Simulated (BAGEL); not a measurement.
**singlet GaNH3O+ at 6 levels**

Wanted: a comparison of 6 runs (HF/STO-3G, HF/3-21G, HF/6-31G*, B3LYP/6-31G*, B3LYP/aug-cc-pVDZ, PBE0/aug-cc-pVDZ) of singlet GaNH3O+. 

The calculation is run with BAGEL 1.2.2.

7 further runs of the same task are left out: 4 that didn't finish, 3 set aside as unsound or not needed. Runs told in other sessions of the task aren't counted.

### 1 Starting point

GaNH3O+ has 6 atoms, charge +1, and is taken as a singlet. As SMILES of the parent species, `[NH2][Ga][OH]`. The shape is that of a PBE0-D4/def2-TZVP optimisation. This is one conformer, not always the lowest. That shape belongs to the parent species and isn't relaxed for this state.

Bond lengths: N1–Ga2 1.856 Å, Ga2–O3 1.803 Å, N1–H4 1.010 Å, N1–H5 1.013 Å, O3–H6 0.962 Å. Angles: N1–Ga2–O3 117.5°, Ga2–N1–H4 117.4°, Ga2–N1–H5 116.4°, Ga2–O3–H6 112.9°, H4–N1–H5 109.3°.

### 2 The energy at HF/STO-3G (density fitting with qzvpp-jkfit) (run 1)

File job.json:

```json
{ "bagel" : [

{
  "title" : "molecule",
  "basis" : "sto-3g",
  "df_basis" : "qzvpp-jkfit",
  "angstrom" : "true",
  "geometry" : [
    { "atom" : "N", "xyz" : [       0.818300,       0.748100,      -0.272500 ] },
    { "atom" : "Ga", "xyz" : [       0.079400,      -0.917100,      -0.625000 ] },
    { "atom" : "O", "xyz" : [      -1.211000,      -1.506700,       0.487100 ] },
    { "atom" : "H", "xyz" : [       1.452600,       1.129700,      -0.959600 ] },
    { "atom" : "H", "xyz" : [       0.176800,       1.471700,       0.028300 ] },
    { "atom" : "H", "xyz" : [      -1.274100,      -0.989600,       1.295500 ] }
  ]
},

{ "title" : "hf", "charge" : 1 },

{ "title" : "print", "file" : "orbitals.molden", "orbitals" : "true" }

]}
```

On the command line:

```sh
$ BAGEL_NUM_THREADS=1 BAGEL job.json > job.out
```

Output:

```text
* using 1 threads per process

  ===============================================================
  ===============================================================

  *** Geometry ***

  { "atom" : "N", "xyz" : [      1.546363,      1.413704,     -0.514950 ] },
  { "atom" : "Ga", "xyz" : [      0.150044,     -1.733068,     -1.181079 ] },
  { "atom" : "O", "xyz" : [     -2.288458,     -2.847250,      0.920486 ] },
  { "atom" : "H", "xyz" : [      2.745016,      2.134824,     -1.813381 ] },
  { "atom" : "H", "xyz" : [      0.334104,      2.781110,      0.053479 ] },
  { "atom" : "H", "xyz" : [     -2.407700,     -1.870073,      2.448140 ] },

  Number of auxiliary basis functions:      474

  Since a DF basis is specified, we compute 2- and 3-index integrals:
    o Being stored without compression. Storage requirement is 0.004 GB

  Number of basis functions:       31
  Number of electrons      :       49

    * METHOD: MOLECULE                             0.09

  *** RHF ***

  === Nuclear Repulsion ===
   180.2112626219

      * DIIS with orbital gradients will be used.

  === RHF iteration (sto-3g) ===
      0      -2029.68679128          0.03176904           0.01
      1      -2029.83258635          0.02533950           0.01
      2      -2029.98184276          0.00313308           0.01
      3      -2029.98509016          0.00113472           0.01
      4      -2029.98611005          0.00053690           0.01
      5      -2029.98632138          0.00030280           0.01
      6      -2029.98643503          0.00015347           0.01
      7      -2029.98646726          0.00009263           0.01
      8      -2029.98648096          0.00006122           0.01
      9      -2029.98648625          0.00004482           0.01
     10      -2029.98649105          0.00002345           0.01
     11      -2029.98649209          0.00001323           0.01
     12      -2029.98649233          0.00000705           0.01
     13      -2029.98649239          0.00000466           0.01
     14      -2029.98649243          0.00000352           0.01
     15      -2029.98649245          0.00000261           0.01
     16      -2029.98649246          0.00000197           0.01
     17      -2029.98649247          0.00000117           0.01
     18      -2029.98649248          0.00000071           0.01
     19      -2029.98649248          0.00000040           0.01
     20      -2029.98649248          0.00000024           0.01
     21      -2029.98649248          0.00000014           0.01
     22      -2029.98649248          0.00000010           0.01
     23      -2029.98649248          0.00000008           0.01
     24      -2029.98649248          0.00000006           0.01
     25      -2029.98649248          0.00000004           0.01
     26      -2029.98649248          0.00000002           0.01
     27      -2029.98649248          0.00000001           0.01
     28      -2029.98649248          0.00000001           0.01
    * SCF iteration converged.

    * Permanent dipole moment:
           (   -0.444993,    -0.379444,     0.674761) a.u.

    * METHOD: HF                                   0.40

    * METHOD: PRINT                                0.00

  ===============================================================
```

Run time: 0.66 s. Hardware: 1 thread of AMD EPYC 9R45 (Zen 5), shared host.

### 3 A single-point energy at HF/3-21G (density fitting with qzvpp-jkfit) (run 2)

File input.json:

```json
{ "bagel" : [

{
  "title" : "molecule",
  "basis" : "3-21g",
  "df_basis" : "qzvpp-jkfit",
  "angstrom" : true,
  "geometry" : [
    { "atom" : "N", "xyz" : [    0.818300,    0.748100,   -0.272500 ] },
    { "atom" : "Ga", "xyz" : [    0.079400,   -0.917100,   -0.625000 ] },
    { "atom" : "O", "xyz" : [   -1.211000,   -1.506700,    0.487100 ] },
    { "atom" : "H", "xyz" : [    1.452600,    1.129700,   -0.959600 ] },
    { "atom" : "H", "xyz" : [    0.176800,    1.471700,    0.028300 ] },
    { "atom" : "H", "xyz" : [   -1.274100,   -0.989600,    1.295500 ] }
  ]
},
{
  "title" : "hf",
  "charge" : 1
},
{
  "title" : "print",
  "file" : "orbitals.molden",
  "orbitals" : true
}

]}
```

On the command line:

```sh
$ BAGEL_NUM_THREADS=1 BAGEL input.json > input.out
```

Output:

```text
* using 1 threads per process

  ===============================================================
  ===============================================================

  *** Geometry ***

  { "atom" : "N", "xyz" : [      1.546363,      1.413704,     -0.514950 ] },
  { "atom" : "Ga", "xyz" : [      0.150044,     -1.733068,     -1.181079 ] },
  { "atom" : "O", "xyz" : [     -2.288458,     -2.847250,      0.920486 ] },
  { "atom" : "H", "xyz" : [      2.745016,      2.134824,     -1.813381 ] },
  { "atom" : "H", "xyz" : [      0.334104,      2.781110,      0.053479 ] },
  { "atom" : "H", "xyz" : [     -2.407700,     -1.870073,      2.448140 ] },

  Number of auxiliary basis functions:      474

  Since a DF basis is specified, we compute 2- and 3-index integrals:
    o Being stored without compression. Storage requirement is 0.008 GB

  Number of basis functions:       46
  Number of electrons      :       49

    * METHOD: MOLECULE                             0.10

  *** RHF ***

  === Nuclear Repulsion ===
   180.2112626219

      * DIIS with orbital gradients will be used.

  === RHF iteration (3-21g) ===
      0      -2043.73108777          0.03427307           0.02
      1      -2043.84720797          0.02304530           0.02
      2      -2043.91807247          0.00150974           0.02
      3      -2043.91894219          0.00062727           0.02
      4      -2043.91904669          0.00025974           0.02
      5      -2043.91907623          0.00008484           0.02
      6      -2043.91908501          0.00003755           0.02
      7      -2043.91908694          0.00001272           0.02
      8      -2043.91908714          0.00000549           0.02
      9      -2043.91908715          0.00000186           0.02
     10      -2043.91908715          0.00000105           0.02
     11      -2043.91908715          0.00000032           0.02
     12      -2043.91908715          0.00000011           0.02
     13      -2043.91908716          0.00000005           0.02
     14      -2043.91908716          0.00000002           0.02
     15      -2043.91908716          0.00000001           0.02
     16      -2043.91908716          0.00000000           0.02
    * SCF iteration converged.

    * Permanent dipole moment:
           (   -0.850363,    -0.452290,     1.176510) a.u.

    * METHOD: HF                                   0.38

    * METHOD: PRINT                                0.00

  ===============================================================
```

It took 0.66 s on 1 thread of AMD EPYC 9R45 (Zen 5), shared host.

Runs 3 to 4 aren't shown in full; the table further down has their settings and results.

### 4 A single-point energy at B3LYP/aug-cc-pVDZ (density fitting with qzvpp-jkfit) (run 5)

File dft.json:

```json
{ "bagel" : [

{
  "title" : "molecule",
  "basis" : "aug-cc-pvdz.json",
  "df_basis" : "qzvpp-jkfit",
  "angstrom" : true,
  "geometry" : [
    { "atom" : "N", "xyz" : [       0.818300,       0.748100,      -0.272500 ] },
    { "atom" : "Ga", "xyz" : [       0.079400,      -0.917100,      -0.625000 ] },
    { "atom" : "O", "xyz" : [      -1.211000,      -1.506700,       0.487100 ] },
    { "atom" : "H", "xyz" : [       1.452600,       1.129700,      -0.959600 ] },
    { "atom" : "H", "xyz" : [       0.176800,       1.471700,       0.028300 ] },
    { "atom" : "H", "xyz" : [      -1.274100,      -0.989600,       1.295500 ] }
  ]
},

{
  "title" : "ks",
  "xc_func" : "b3lyp",
  "charge" : 1
},

{
  "title" : "print",
  "file" : "orbitals.molden",
  "orbitals" : true
}

]}
```

The basis set aug-cc-pVDZ is read from a file made from the Basis Set Exchange's data (not shown).

On the command line:

```sh
$ BAGEL_NUM_THREADS=1 BAGEL dft.json > dft.out
```

Output:

```text
* using 1 threads per process

  ===============================================================
  ===============================================================

  *** Geometry ***

  { "atom" : "N", "xyz" : [      1.546363,      1.413704,     -0.514950 ] },
  { "atom" : "Ga", "xyz" : [      0.150044,     -1.733068,     -1.181079 ] },
  { "atom" : "O", "xyz" : [     -2.288458,     -2.847250,      0.920486 ] },
  { "atom" : "H", "xyz" : [      2.745016,      2.134824,     -1.813381 ] },
  { "atom" : "H", "xyz" : [      0.334104,      2.781110,      0.053479 ] },
  { "atom" : "H", "xyz" : [     -2.407700,     -1.870073,      2.448140 ] },

  Number of auxiliary basis functions:      474

  Since a DF basis is specified, we compute 2- and 3-index integrals:
    o Being stored without compression. Storage requirement is 0.045 GB

  Number of basis functions:      109
  Number of electrons      :       49

    * METHOD: MOLECULE                             0.17

  *** Kohn-Sham DFT ***

    * Removing 9373 points whose weight is below 1.00e-10
    * Grid points: 80063

  === Nuclear Repulsion ===
   180.2112626219

       - DIIS with orbital gradients will be used.

  === KS iteration (b3lyp / aug-cc-pvdz.json) ===
      0      -2036.11507676          0.08303948           0.24
      1      -1940.43834037          0.21851492           0.24
      2      -2030.30545954          0.08405446           0.24
      3      -2021.58846550          0.12478895           0.24
      4      -2054.22493314          0.06508057           0.26
      5      -2054.72828160          0.05754544           0.26
      6      -2055.72682750          0.03307535           0.26
      7      -2053.06226989          0.07882094           0.26
      8      -2054.91695193          0.04589890           0.26
      9      -2056.32144517          0.00910416           0.26
     10      -2056.36293613          0.00443673           0.25
     11      -2056.37173374          0.00135187           0.25
     12      -2056.37273277          0.00044549           0.24
     13      -2056.37282306          0.00020686           0.24
     14      -2056.37284565          0.00005876           0.24
     15      -2056.37284775          0.00000731           0.24
     16      -2056.37284779          0.00000139           0.23
     17      -2056.37284779          0.00000048           0.25
     18      -2056.37284779          0.00000016           0.24
     19      -2056.37284779          0.00000009           0.25
     20      -2056.37284779          0.00000009           0.25
     21      -2056.37284779          0.00000002           0.25
     22      -2056.37284779          0.00000000           0.26
    * SCF iteration converged.

    * Permanent dipole moment:
           (   -0.742178,    -0.640829,     0.675814) a.u.

    * METHOD: KS                                   6.11

    * METHOD: PRINT                                0.02

  ===============================================================
```

Wall time 6.6 s (1 thread of AMD EPYC 9R45 (Zen 5), shared host); peak memory 0.42 GiB.

### 5 The energy at PBE0/aug-cc-pVDZ (density fitting with qzvpp-jkfit) (run 6)

File job.json:

```json
{ "bagel": [

{
  "title": "molecule",
  "basis": "aug-cc-pvdz.json",
  "df_basis": "qzvpp-jkfit",
  "angstrom": true,
  "geometry": [
    { "atom": "N", "xyz": [    0.818300,    0.748100,   -0.272500 ] },
    { "atom": "Ga", "xyz": [    0.079400,   -0.917100,   -0.625000 ] },
    { "atom": "O", "xyz": [   -1.211000,   -1.506700,    0.487100 ] },
    { "atom": "H", "xyz": [    1.452600,    1.129700,   -0.959600 ] },
    { "atom": "H", "xyz": [    0.176800,    1.471700,    0.028300 ] },
    { "atom": "H", "xyz": [   -1.274100,   -0.989600,    1.295500 ] }
  ]
},
{ "title": "ks", "xc_func": "pbe0", "charge": 1 },
{ "title": "print", "file": "orbitals.molden", "orbitals": true }

]}
```

The basis set aug-cc-pVDZ is read from a file made from the Basis Set Exchange's data (not shown).

On the command line:

```sh
$ BAGEL_NUM_THREADS=1 BAGEL job.json > job.out
```

Output:

```text
* using 1 threads per process

  ===============================================================
  ===============================================================

  *** Geometry ***

  { "atom" : "N", "xyz" : [      1.546363,      1.413704,     -0.514950 ] },
  { "atom" : "Ga", "xyz" : [      0.150044,     -1.733068,     -1.181079 ] },
  { "atom" : "O", "xyz" : [     -2.288458,     -2.847250,      0.920486 ] },
  { "atom" : "H", "xyz" : [      2.745016,      2.134824,     -1.813381 ] },
  { "atom" : "H", "xyz" : [      0.334104,      2.781110,      0.053479 ] },
  { "atom" : "H", "xyz" : [     -2.407700,     -1.870073,      2.448140 ] },

  Number of auxiliary basis functions:      474

  Since a DF basis is specified, we compute 2- and 3-index integrals:
    o Being stored without compression. Storage requirement is 0.045 GB

  Number of basis functions:      109
  Number of electrons      :       49

    * METHOD: MOLECULE                             0.18

  *** Kohn-Sham DFT ***

    * Removing 9373 points whose weight is below 1.00e-10
    * Grid points: 80063

  === Nuclear Repulsion ===
   180.2112626219

       - DIIS with orbital gradients will be used.

  === KS iteration (pbe0 / aug-cc-pvdz.json) ===
      0      -2035.70744816          0.08284696           0.26
      1      -1940.93746499          0.21796149           0.24
      2      -2030.06106690          0.08366434           0.24
      3      -2021.67443991          0.12203689           0.24
      4      -2054.03697647          0.06181487           0.24
      5      -2055.03599261          0.04368529           0.24
      6      -2055.05045530          0.04008399           0.24
      7      -2053.57060221          0.07162296           0.24
      8      -2054.06475903          0.05494147           0.24
      9      -2055.86776214          0.00932581           0.24
     10      -2055.91486711          0.00465187           0.24
     11      -2055.92436907          0.00135510           0.25
     12      -2055.92522940          0.00056432           0.24
     13      -2055.92537094          0.00024324           0.24
     14      -2055.92540218          0.00007784           0.24
     15      -2055.92540554          0.00000798           0.24
     16      -2055.92540564          0.00000270           0.24
     17      -2055.92540565          0.00000097           0.24
     18      -2055.92540565          0.00000086           0.24
     19      -2055.92540565          0.00000026           0.24
     20      -2055.92540565          0.00000016           0.24
     21      -2055.92540565          0.00000004           0.25
     22      -2055.92540565          0.00000001           0.24
    * SCF iteration converged.

    * Permanent dipole moment:
           (   -0.747072,    -0.572419,     0.727117) a.u.

    * METHOD: KS                                   5.96

    * METHOD: PRINT                                0.02

  ===============================================================
```

It took 6.6 s on 1 thread of AMD EPYC 9R45 (Zen 5), shared host; peak memory 0.42 GiB.

### 6 The series

```csv
run,level,energy (Eh),HOMO energy (eV),LUMO energy (eV),HOMO–LUMO gap (eV),wall time
1,HF/STO-3G (density fitting with qzvpp-jkfit),-2029.986492,-15.41,-4.97,10.45,0.66 s
2,HF/3-21G (density fitting with qzvpp-jkfit),-2043.919087,-16.88,-7.25,9.62,0.66 s
3,"HF/6-31G* (density fitting with qzvpp-jkfit, spherical functions)",-2053.723267,-17.26,-7.53,9.73,1 s
4,"B3LYP/6-31G* (density fitting with qzvpp-jkfit, spherical functions)",-2056.087174,-13.93,-11.01,2.92,6.3 s
5,B3LYP/aug-cc-pVDZ (density fitting with qzvpp-jkfit),-2056.372848,-14.03,-11.03,3.00,6.6 s
6,PBE0/aug-cc-pVDZ (density fitting with qzvpp-jkfit),-2055.925406,-14.19,-10.69,3.51,6.6 s
```

### 7 Results

```
            quantity           value
 run 6: total energy  -2055.92541 Eh
  run 6: HOMO energy       -14.19 eV
  run 6: LUMO energy       -10.69 eV
run 6: HOMO–LUMO gap         3.51 eV
```

In words: The HOMO–LUMO gap runs from 2.92 eV (B3LYP/6-31G*) to 10.45 eV (HF/STO-3G). The two ends differ in method and basis. Totals of different functionals can't be ranked against each other. In run 1 the basis is minimal, so the values are rough. All runs together took 22 s, the longest 6.6 s.
